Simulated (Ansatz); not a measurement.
**InHCl radical: basis-set convergence**

The task here is to estimate one member of a computed series from the others.

Method: one geometry, several basis sets; program: Ansatz 0.2.0, Gaussian basis.

The runs, in order: PBE0-D4/def2-SVP; ωB97M-V/def2-SVP; PBE0-D4/def2-QZVPP; ωB97M-V/def2-QZVPP; the functionals' def2-TZVPP values are taken from earlier runs.

## The relaxed structure

All runs share one geometry, relaxed beforehand with PBE0-D4 in a triple-zeta def2 set. In takes the def2 core potential; no spin-orbit term is included.

SMILES `[Cl][InH]`, 3 atoms, charge 0, spin multiplicity 2.

Atoms are counted from 1 here; the program's logs count them from 0.

Bond lengths: Cl1–In2 2.365 Å, In2–H3 1.773 Å. Angles: Cl1–In2–H3 115.3°.

As a file:

```
Cl   -1.6499    0.3968   -0.8674
In    0.4095    0.5424    0.2861
H     1.2294   -1.0039    0.5681
```

The first run:

in.yaml

```yaml
crystal:
  periodic: [false, false, false]
  atoms:
    - {symbol: Cl, position_ang: [-1.649850, 0.396812, -0.867425]}
    - {symbol: In, position_ang: [0.409548, 0.542352, 0.286090]}
    - {symbol: H, position_ang: [1.229403, -1.003864, 0.568135]}
basis:
  gaussian: {orbitals: def2-SVP}
magnetization: {spin_polarized: true, initial_magnetization: 1}
hamiltonian: {xc: pbe0, dispersion: d4}
output: {orbitals: {seedname: orbitals}}
```

Among the steps run: PBE0-D4 in def2-SVP; ωB97M-V in def2-SVP; PBE0-D4 in def2-QZVPP; ωB97M-V in def2-QZVPP.

One table of the session follows, with a row left open; its other results are not shown here.

It belongs to the step «Density functionals: the series». 

| functional | basis | HOMO (eV) | LUMO (eV) |
| --- | --- | --- | --- |
| PBE0-D4 | def2-SVP | -6.21 | -3.34 |
| PBE0-D4 | def2-TZVPP | -6.32 | -3.43 |
| PBE0-D4 | def2-QZVPP | ? | ? |
| ωB97M-V | def2-SVP | -8.15 | -1.68 |
| ωB97M-V | def2-TZVPP | -8.30 | -1.82 |
| ωB97M-V | def2-QZVPP | -8.33 | -1.87 |

Estimate the missing values for PBE0-D4, def2-QZVPP.

**Answer.** HOMO (eV): -6.34; LUMO (eV): -3.45. In the column «HOMO (eV)» it lies between ωB97M-V, def2-SVP (-8.15) and PBE0-D4, def2-TZVPP (-6.32).
